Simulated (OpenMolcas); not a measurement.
**Lu²⁺ among point charges: CASSCF levels and susceptibility**

Aim: the splitting of the states of Lu²⁺ in the field of 5 point charges, its lowest levels with spin-orbit coupling and its magnetic susceptibility.

The numbers are computed with OpenMolcas 26.06 (state-averaged CASSCF, spin-orbit coupling by RASSI with atomic mean-field integrals), except any that are marked as measured or tabulated.

1 further run of the same task is left out (it didn't finish).

## 1. What is computed

| Property | Result |
| --- | --- |
| Species | Lu²⁺ (lutetium, Z = 71, 69 electrons) |
| Basis | ANO-RCC-VDZP [7s6p4d2f1g], 68 functions |
| Scalar Hamiltonian | DKH2, point nucleus |
| Inactive shells | 1s 2s 2p 3s 3p 3d 4s 4p 4d 4f 5s 5p |
| Active space | 1 electron in 5 orbitals (5d) |
| Some configurations of this space | 5d |
| Orbitals | optimised for each spin and parity, averaged over all roots |

Outer shells as boxes (Hund's rule):

5d
```
5d [↑ ][  ][  ][  ][  ]
```

The ion sits among 5 point charges of -2 e arranged as a trigonal bipyramid (D3h), 1.88 Å from the ion, with the axial distance 1.786 Å. The active orbitals were held to one l.

Each step is its own input file, run in one work folder so that later steps find the files of earlier ones. Labels, J, g values, rates, χT and fits are worked out afterwards by a script from the matrices that RASSI stores.

## 2. GATEWAY and SEWARD: basis and integrals

a.inp reads:

```
&GATEWAY
Coord
1

Lu 0.0 0.0 0.0
Basis=ANO-RCC-VDZP
Group=NoSym
NoMove
AngMom=0.0 0.0 0.0
AMFI
XField
5 Angstrom 0
1.880000 0.000000 0.000000 -2.000000
-0.940000 1.628128 0.000000 -2.000000
-0.940000 -1.628128 0.000000 -2.000000
0.000000 0.000000 1.786000 -2.000000
0.000000 0.000000 -1.786000 -2.000000
&SEWARD
```

The run is started by

```bash
> OMP_NUM_THREADS=1 MOLCAS_MEM=1689 MOLCAS_PROJECT=a pymolcas a.inp > a.log
```

## 3. Reference wave functions, doublets, 5 roots

a.inp reads:

```
&RASSCF
FileOrb=start.orb
Symmetry=1
Spin=2
nActEl=1 0 0
Inactive=34
Ras2=5
CIRoot=5 5 1
SDav=5
CIMx=300
Iter=120 100
PrWF=0.3
OrbListing=Nothing
MaxOrb=0
SupSym
1
20 10 11 12 13 14 19 20 21 22 23 35 36 37 38 39 48 49 50 51 52
>>> COPY $Project.JobIph JOB001
```

start.orb holds the contracted functions of the basis, ordered by shell, or the orbitals of the step before.

## 4. RASSI: spin-orbit coupling between the states

a.inp reads:

```
&RASSI
NrOfJobIphs=1 5
1 2 3 4 5
IphNames
JOB001
EJob
SpinOrbit
DIPRint=1.0
SOCoupling=1000.0
Subsets=2
Property=9
'ANGMOM' 1 'ANGMOM' 2 'ANGMOM' 3 'MLTPL  1' 1 'MLTPL  1' 2 'MLTPL  1' 3
'AMFI' 1 'AMFI' 2 'AMFI' 3
SOProperty=3
'ANGMOM' 1 'ANGMOM' 2 'ANGMOM' 3
```

Before running it: what results should come out? Wanted: spin-free ground state; first state of the same spin within the active space; lowest level; next level.

As calculated:

```
                                            quantity                              value
                                              method                             CASSCF
                              spin-free ground state     2E, 2-fold in its orbital part
first state of the same spin within the active space                   2E at 14300 cm⁻¹
                                        lowest level  2-fold E1/2, g = 0.00, 0.05, 0.05
                                          next level                         344.9 cm⁻¹
                                         χT at 300 K                     0.28 cm³ K/mol
                           effective moment at 300 K                            1.49 μB
```

What this shows: The spin-free ground state (2E) comes to 100 % from free-ion D terms and keeps the highest spin of the shell. χT at 300 K is 0.28, against 0.38 cm³ K/mol for the spin alone, so orbital moment lowers it. The free ion's ground configuration, as NIST lists it, lies outside this active space, so the lowest level here need not be the ground level. The field of point charges can differ much from that of real complexes. Point charges carry no covalency, so the field is a model and not that of real ligands.
